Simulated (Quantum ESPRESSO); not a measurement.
**MgB: equation of state with PBE**

Crystal: MgB.

```
CELL_PARAMETERS angstrom
2.89515 0.00000 0.00000
0.00000 2.89515 0.00000
0.00000 0.00000 2.89515
ATOMIC_POSITIONS crystal
Mg 0.00000 0.00000 0.00000
B 0.50000 0.50000 0.50000
```

The cell was built by a generator and needn't be a form met in nature.

```json
{
  "Program": "Quantum ESPRESSO 7.5",
  "Task": "equation of state",
  "Functional": "PBE",
  "Potentials or basis": "SSSP 1.3 efficiency PBE",
  "Cutoff": "748 eV",
  "Density cutoff": "5987 eV",
  "k mesh": "9 × 9 × 9",
  "Occupations": "fermi-dirac, width 0.05 eV",
  "Spin": "no spin polarisation"
}
```

```
Equilibrium volume                      : 12.12 Å³/atom
Bulk modulus                            : 84 GPa
Pressure derivative of the bulk modulus : 3.8 (rough: it moves with the points fitted)
```

Energy against volume, from the lowest point:
| volume (Å³/atom) | energy (meV/atom) |
| --- | --- |
| 11.405 | 12.10 |
| 11.648 | 5.06 |
| 11.891 | 1.14 |
| 12.133 | 0.00 |
| 12.376 | 1.38 |
| 12.619 | 5.07 |
| 12.861 | 10.88 |

All runs of the series together: 26 s on 1 thread of Arm Neoverse V2 (shared host).
